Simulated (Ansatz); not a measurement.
# C2H3FSSi: a ladder of functionals and wavefunction methods

How much do the methods differ for C2H3FSSi? The plan is to run it at one geometry with functionals of several rungs and with coupled cluster, and see how far each lands from CCSD(T) at the basis-set limit for the atomisation energy.

Computed with Ansatz 0.2.0, Gaussian basis. Level: functionals in def2-TZVPP, the program's frozen cores in correlated methods.

Plan: LDA (SPW92), PBE-D4, revPBE-D4, BLYP-D4, r2SCAN-D4, B97M-V, PBE0-D4, B3LYP-D4, r2SCANh-D4, r2SCAN0-D4, HSE06-D4, BHLYP-D4, CAM-B3LYP-D4, LC-ωPBE, ωB97X-V, ωB97M-V, B2PLYP, PBE-QIDH; CCSD(T)/def2-SVP; CCSD(T)/def2-TZVPP; MP2/def2-QZVPP; extrapolation to the limit; RPA on PBE.

### 1 The geometry

All runs share one geometry, relaxed beforehand with PBE0-D4 in a triple-zeta def2 set.

8 atoms, charge 0, spin multiplicity 1.

Atoms are counted from 1 here; the program's logs count them from 0.

Bond lengths: F1–C2 1.323 Å, C2–C3 1.330 Å, C2–Si5 1.787 Å, C3–S4 1.716 Å, C3–Si5 1.834 Å, S4–H6 1.346 Å, Si5–H7 1.484 Å, Si5–H8 1.484 Å. Angles: F1–C2–C3 134.2°, F1–C2–Si5 155.5°, C3–C2–Si5 70.3°, C2–C3–S4 142.5°, C2–C3–Si5 66.6°, S4–C3–Si5 150.8°, C3–S4–H6 97.7°, C2–Si5–C3 43.1°, C2–Si5–H7 122.6°, C2–Si5–H8 122.6°, C3–Si5–H7 121.2°, C3–Si5–H8 121.2°, H7–Si5–H8 110.6°.

### 2 LDA

This LDA is Slater exchange with PW92 correlation.

File in.yaml:

```yaml
crystal:
  periodic: [false, false, false]
  atoms:
    - {symbol: F, position_ang: [1.510910, 1.594258, 0.025514]}
    - {symbol: C, position_ang: [0.798701, 0.479109, 0.022444]}
    - {symbol: C, position_ang: [-0.501895, 0.209497, -0.044749]}
    - {symbol: S, position_ang: [-2.043580, 0.954626, -0.161535]}
    - {symbol: Si, position_ang: [0.547405, -1.289822, 0.069284]}
    - {symbol: H, position_ang: [-1.624981, 2.233968, -0.181428]}
    - {symbol: H, position_ang: [0.774408, -2.161738, -1.109936]}
    - {symbol: H, position_ang: [0.631030, -2.076898, 1.324606]}
basis:
  gaussian: {orbitals: def2-TZVPP}
hamiltonian: {xc: lda}
output: {orbitals: {seedname: orbitals}}
```

On the command line:

```console
ansatz run in.yaml --threads 2 --pin off --events-out ev --progress --plain --max-ram 4352MiB
```

The runs that follow: PBE-D4 (GGA); revPBE-D4 (GGA); BLYP-D4 (GGA); r2SCAN-D4 (meta-GGA); B97M-V (meta-GGA); PBE0-D4 (hybrid); B3LYP-D4 (hybrid); r2SCANh-D4 (hybrid); r2SCAN0-D4 (hybrid); HSE06-D4 (hybrid); BHLYP-D4 (hybrid); CAM-B3LYP-D4 (range-separated); LC-ωPBE (range-separated); ωB97X-V (range-separated); ωB97M-V (range-separated); B2PLYP (double hybrid); PBE-QIDH (double hybrid); CCSD(T) in def2-SVP; CCSD(T) in def2-TZVPP; MP2 in def2-QZVPP; RPA on PBE orbitals.

Q: Predict the results of all the runs planned. Wanted: atomisation energy, CCSD(T)/CBS; farthest beyond LDA; mean size of error, GGA; mean size of error, meta-GGA; mean size of error, hybrid; mean size of error, range-separated; mean size of error, double hybrid; gap, smallest and largest; T1 diagnostic.

The runs gave:

| quantity | value |
| --- | --- |
| atomisation energy, CCSD(T)/CBS | 684.0 kcal/mol |
| functionals within 3.4 kcal/mol (0.5 %) | B3LYP-D4, r2SCANh-D4, CAM-B3LYP-D4, LC-ωPBE, PBE-QIDH |
| farthest beyond LDA | PBE-D4 (+29.8 kcal/mol) |
| mean size of error, GGA | 14.0 kcal/mol |
| mean size of error, meta-GGA | 10.1 kcal/mol |
| mean size of error, hybrid | 9.8 kcal/mol |
| mean size of error, range-separated | 3.9 kcal/mol |
| mean size of error, double hybrid | 3.9 kcal/mol |
| gap, smallest and largest | 4.31 eV (BLYP-D4), 11.01 eV (LC-ωPBE) |
| T1 diagnostic | 0.0141 |
| triples share of the correlation energy | 4.4 % |

The LDA atomisation energy is off by 129.5 kcal/mol (19 %): it overbinds. PBE-D4 misses by +29.8 kcal/mol. Double hybrids carry the basis error of their MP2 part in triple zeta, and no dispersion term here, so their miss is partly the set-up's. Taken by rung, double hybrid functionals do best (3.9 kcal/mol on average) and GGA ones worst beyond LDA (14.0 kcal/mol). The gap between the best rungs is small, so their order is not settled. The reference freezes the cores and leaves out relativity and excitations past (T), so misses under about 3.4 kcal/mol can't be ranked. Hartree-Fock recovers 68 % of the binding; the rest is correlation. CCSD(T) in def2-SVP is off by -46.4 kcal/mol, worse than the median functional, from the basis alone. The gap grows from 4.3 to 11.0 eV across the functionals, mostly with the share of exact exchange.
